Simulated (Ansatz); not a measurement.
This script for the Ansatz DFT code, driven from Python starts 8 runs on CH5FSn, SMILES [CH3][SnH2][F]. What input does the engine get in each?

`ch5fsn.py`:
```python
"""Potential curve of CH5FSn along one bond."""

import ansatz as az
import numpy as np

GEOMETRY = """
C    -0.85890    0.65860   -0.16770
Sn    0.76430   -0.58760    0.17760
F     0.73350   -2.02240   -1.14030
H    -0.75980    1.14020   -1.20480
H    -1.84510    0.11410   -0.10550
H    -0.90710    1.54140    0.56400
H     0.67680   -1.25420    1.79480
H     2.28850    0.35280    0.02610
"""


def main() -> None:
    molecule = az.Crystal.molecule()
    for line in GEOMETRY.strip().splitlines():
        symbol, *xyz = line.split()
        molecule = molecule.atom(symbol, [float(v) for v in xyz])

    symbols = [site.symbol for site in molecule.cartesian_sites]
    start = np.array([site.position_ang for site in molecule.cartesian_sites])
    axis = (start[6] - start[1]) / np.linalg.norm(start[6] - start[1])
    moving = [6]
    lengths, energies = [1.541, 1.611, 1.681, 1.751, 1.821, 1.891, 1.962, 2.067], []
    for length in lengths:
        xyz = start.copy()
        xyz[moving] += (length - np.linalg.norm(start[6] - start[1])) * axis
        point = az.Crystal.molecule()
        for symbol, place in zip(symbols, xyz):
            point = point.atom(symbol, place.tolist())
        setup = point.calculation()
        setup = setup.basis(gaussian="def2-SVP").functional("r2scan")
        summary = setup.run(threads=1).report
        energies.append(summary["free_energy_ev"])
        print(f"r = {length:6.3f} A  E = {energies[-1]:.5f} eV  <S^2> = {abs(summary['mean_field']['state']['spin_squared']):.3f}")

    # quartic fit about the minimum
    fit = np.polynomial.Polynomial.fit(lengths, np.array(energies) - min(energies), 4).convert()
    roots = [r.real for r in fit.deriv().roots() if abs(r.imag) < 1e-9 and fit.deriv(2)(r.real) > 0]
    r_e = min(roots, key=lambda r: abs(r - lengths[int(np.argmin(energies))]))
    print(f"minimum of the fit at {r_e:.4f} A, force constant {fit.deriv(2)(r_e):.2f} eV/A^2")


if __name__ == "__main__":
    main()
```

Run 1:
```yaml
crystal:
  periodic: [false, false, false]
  atoms:
    - { symbol: C, position_ang: [-0.8589, 0.6586, -0.1677] }
    - { symbol: Sn, position_ang: [0.7643, -0.5876, 0.1776] }
    - { symbol: F, position_ang: [0.7335, -2.0224, -1.1403] }
    - { symbol: H, position_ang: [-0.7598, 1.1402, -1.2048] }
    - { symbol: H, position_ang: [-1.8451, 0.1141, -0.1055] }
    - { symbol: H, position_ang: [-0.9071, 1.5414, 0.564] }
    - { symbol: H, position_ang: [0.687310909157789, -1.1741248909190607, 1.6005343738288402] }
    - { symbol: H, position_ang: [2.2885, 0.3528, 0.0261] }
basis:
  gaussian:
    orbitals: def2-SVP
hamiltonian:
  xc: r2scan
```

Run 2, against run 1:
```diff
-    - { symbol: H, position_ang: [0.687310909157789, -1.1741248909190607, 1.6005343738288402] }
+    - { symbol: H, position_ang: [0.683813675959246, -1.2007678126350465, 1.6651712370137974] }
```

Run 3, against run 1:
```diff
-    - { symbol: H, position_ang: [0.687310909157789, -1.1741248909190607, 1.6005343738288402] }
+    - { symbol: H, position_ang: [0.680316442760703, -1.2274107343510325, 1.7298081001987544] }
```

Run 4, against run 1:
```diff
-    - { symbol: H, position_ang: [0.687310909157789, -1.1741248909190607, 1.6005343738288402] }
+    - { symbol: H, position_ang: [0.67681920956216, -1.2540536560670184, 1.7944449633837114] }
```

Run 5, against run 1:
```diff
-    - { symbol: H, position_ang: [0.687310909157789, -1.1741248909190607, 1.6005343738288402] }
+    - { symbol: H, position_ang: [0.673321976363617, -1.2806965777830042, 1.8590818265686686] }
```

Run 6, against run 1:
```diff
-    - { symbol: H, position_ang: [0.687310909157789, -1.1741248909190607, 1.6005343738288402] }
+    - { symbol: H, position_ang: [0.669824743165074, -1.3073394994989902, 1.9237186897536256] }
```

Run 7, against run 1:
```diff
-    - { symbol: H, position_ang: [0.687310909157789, -1.1741248909190607, 1.6005343738288402] }
+    - { symbol: H, position_ang: [0.6662775494922661, -1.3343630343823472, 1.9892789366983679] }
```

Run 8, against run 1:
```diff
-    - { symbol: H, position_ang: [0.687310909157789, -1.1741248909190607, 1.6005343738288402] }
+    - { symbol: H, position_ang: [0.6610316996944516, -1.3743274169563262, 2.0862342314758036] }
```

```console
$ python ch5fsn.py
r =  1.541 A  E = -9663.79176 eV  <S^2> = 0.000
r =  1.611 A  E = -9663.97198 eV  <S^2> = 0.000
r =  1.681 A  E = -9664.05161 eV  <S^2> = 0.000
r =  1.751 A  E = -9664.05459 eV  <S^2> = 0.000
r =  1.821 A  E = -9663.99960 eV  <S^2> = 0.000
r =  1.891 A  E = -9663.90133 eV  <S^2> = 0.000
r =  1.962 A  E = -9663.76926 eV  <S^2> = 0.000
r =  2.067 A  E = -9663.53359 eV  <S^2> = 0.000
minimum of the fit at 1.7183 A, force constant 13.56 eV/A^2
```

Caveats:
- Total energies depend on the basis set; only differences at equal settings carry meaning.
- The rest of the molecule is held rigid at a force-field or estimated start geometry, and the basis set is modest; single-reference methods fail as a bond breaks.
- def2 sets replace the cores of elements past krypton by effective core potentials.
- The orbitals are restricted, so S² is zero by construction.
- Timing: 26 s on 1 thread of Arm Neoverse V2 (shared host), peak memory 0.21 GiB.
